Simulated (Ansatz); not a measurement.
## BaH in Ansatz: convergence with n extra bands

The system is BaH.

```xyz
2
Lattice="3.9337 0.0000 0.0000 0.0000 3.9337 0.0000 0.0000 0.0000 3.4839" Properties=species:S:1:pos:R:3 pbc="T T T"
Ba    1.9752    2.0295    0.0063
H    -0.0344   -0.0190   -0.0252
```

The cell was built by a generator and needn't be a form met in nature.

The cell isn't the ideal one: atoms moved at random, drawn with an rms of 0.05 Å.

- Program: Ansatz 0.2.0
- Task: convergence study
- Functional: PBE
- Potentials or basis: JTH PAW
- Cutoff: 660 eV (not typed: the program's choice for these potentials)
- k mesh: 5 × 5 × 6
- Occupations: gaussian, width 0.05 eV
- Spin: no spin polarisation

These are the settings of the first run; the series varies n extra bands, with any setting tied to it.

Hardware: 2 threads of Arm Neoverse V2 (shared host).

| n extra bands | energy less the tightest run, at zero smearing (meV/atom) | SCF cycles | CPU time (s) | peak memory (GiB) |
| --- | --- | --- | --- | --- |
| 1 | 0.00 | 7 | 7.3 | 0.37 |
| 2 | 0.00 | 7 | 6 | 0.37 |
| 4 | 0.00 | 7 | 6.9 | 0.38 |
| 8 | 0.00 | 7 | 8.3 | 0.41 |
| 16 | 0.00 | 7 | 11 | 0.45 |
| 32 | 0.00 | 7 | 17 | 0.54 |

Against the tightest run, the energy stays within 1 meV/atom from 1 on. The tightest run that finished is the yardstick and may itself not be fully converged.

Caveat, for the tightest run too: this barium file gives pressures and gaps apart from those of other sets. Spin-orbit coupling is left out, which matters for the levels of Ba.
